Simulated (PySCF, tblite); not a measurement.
# C₃H₆F₃PSi: geometry, infrared bands and NMR shifts

Aim: predict the infrared bands and NMR shifts of C₃H₆F₃PSi (`CP([SiH3])C(F)=C(F)F`).

Computed with tblite 0.8.0 and PySCF 2.14.0, with density-fitted response routines of our own, on a single molecule in the gas phase. Atoms count from 0, in the outputs and in this text.

### 1 Starting geometry

14 atoms, charge 0, multiplicity 1; geometry from: force field or distance geometry start.

Bonds of the start (Å): C0–P1 1.83, P1–Si2 2.19, P1–C3 1.82, C3–F4 1.37, C3–C5 1.35, C5–F6 1.37, C5–F7 1.37, C0–H8 1.12, C0–H9 1.11, C0–H10 1.10, Si2–H11 1.49, Si2–H12 1.47, Si2–H13 1.47.

### 2 Optimising the geometry with GFN2-xTB

Job settings and geometry (Å):

```
{"job": {"kind": "relax", "xc": "GFN2-xTB", "basis": "xTB"}, "charge": 0, "multiplicity": 1}
C      0.039200     1.966900     0.211800
P      0.115500     0.217900    -0.311100
Si     2.130200    -0.649600    -0.335200
C     -1.140300    -0.857100     0.454800
F     -1.034200    -1.387200     1.712600
C     -2.233000    -1.139800    -0.280500
F     -2.377900    -0.631000    -1.543400
F     -3.187700    -1.945200     0.279000
H     -1.021300     2.308500     0.064100
H      0.633600     2.642000    -0.435300
H      0.263400     2.166400     1.274900
H      2.276800    -1.429900    -1.594600
H      2.319600    -1.605900     0.763700
H      3.215500     0.343500    -0.283100
```

Launch:

```sh
$ OMP_NUM_THREADS=1 python probes_run.py task.json out
```

The driver reads the jobs from task.json and runs them one after another.

**Question.** This job is followed by: GFN2-xTB harmonic vibrations, gas phase; GIAO PBE0/pcSseg-1 NMR shielding, non-relativistic, gas phase. Predict these results of the whole session: strongest single infrared mode (GFN2-xTB); zero-point energy (GFN2-xTB); ¹³C shifts against TMS (PBE0/pcSseg-1); ¹H shifts against TMS (PBE0/pcSseg-1, means over atoms taken as alike); ³¹P shifts against H3PO4 (PBE0/pcSseg-1); ²⁹Si shifts against TMS (PBE0/pcSseg-1); ¹⁹F shifts against CFCl3 (PBE0/pcSseg-1).

The runs gave:

```
                                                              quantity                      value
                             strongest single infrared mode (GFN2-xTB)       740 cm⁻¹, 521 km/mol
                                          zero-point energy (GFN2-xTB)              50.0 kcal/mol
                                ¹³C shifts against TMS (PBE0/pcSseg-1)      169.1, 134.3, 4.6 ppm
¹H shifts against TMS (PBE0/pcSseg-1, means over atoms taken as alike)             4.05, 1.47 ppm
                              ³¹P shifts against H3PO4 (PBE0/pcSseg-1)                 -149.1 ppm
                               ²⁹Si shifts against TMS (PBE0/pcSseg-1)                  -74.4 ppm
                              ¹⁹F shifts against CFCl3 (PBE0/pcSseg-1)  -86.1, -110.0, -201.9 ppm
```

What this shows: Relaxing lowered the energy by 1.120 eV in 123 steps; the close pair that moved most is P1–Si2, from 2.194 to 2.257 Å. No mode is imaginary among the 36: a minimum at this level. The strongest single mode, at 740 cm⁻¹, has its largest shares on H11, H13 and H12 (the list is cut at 3 atoms). GFN2-xTB is a fitted tight-binding method: band positions and strengths are rough. Its intensities can rank the bands wrongly. At PBE0/pcSseg-1: The widest tensor belongs to P1: span 181 ppm, with a paramagnetic part of -500 ppm.
